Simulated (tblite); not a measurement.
# C3H9FOSi2: the cost of one run

Programs: tblite 0.8.0 and PySCF 2.14.0, with density-fitted response routines of our own. Each step states its level of theory. These are calculated values for one molecule in the gas phase, unless marked as measured. Atoms count from 0, in the outputs and in this text.

## (1) The starting structure

16 atoms, charge 0, multiplicity 1; geometry from: force field or distance geometry start.

Bonds of the start (Å): C0–O1 1.37, O1–C2 1.36, C2–Si3 1.85, C2–C4 1.32, C4–Si5 1.82, Si5–F6 1.65, C0–H7 1.15, C0–H8 1.11, C0–H9 1.14, Si3–H10 1.48, Si3–H11 1.50, Si3–H12 1.45, C4–H13 1.10, Si5–H14 1.47, Si5–H15 1.48.

## (2) Geometry optimisation with GFN2-xTB

The job: settings as JSON, then the geometry in Å.

```
{"job": {"kind": "relax", "xc": "GFN2-xTB", "basis": "xTB"}, "charge": 0, "multiplicity": 1}
C     -0.174200     1.971200     0.824200
O      0.757300     1.020900     0.495400
C      0.681400    -0.314500     0.262300
Si     2.139300    -1.354100     0.721300
C     -0.339700    -0.962700    -0.272200
Si    -1.882800    -0.163800    -0.823400
F     -2.918100    -1.288900    -1.456800
H      0.300900     2.946200     1.195500
H     -0.871600     1.676000     1.640500
H     -0.864000     2.267200    -0.033100
H      2.446200    -2.343900    -0.342100
H      1.723000    -2.161600     1.910200
H      3.307500    -0.562800     1.039200
H     -0.260700    -2.052300    -0.420700
H     -1.550000     0.851300    -1.838800
H     -2.502300     0.480600     0.354400
```

Run with:

```console
OMP_NUM_THREADS=1 python probes_run.py task.json out
```

The driver reads the jobs from task.json and runs them one after another.

**Question.** How long does this first job take on 1 thread of Arm Neoverse V1, shared host, and how much memory does it need?

About 1.1 s, with a peak of 0.18 GiB.
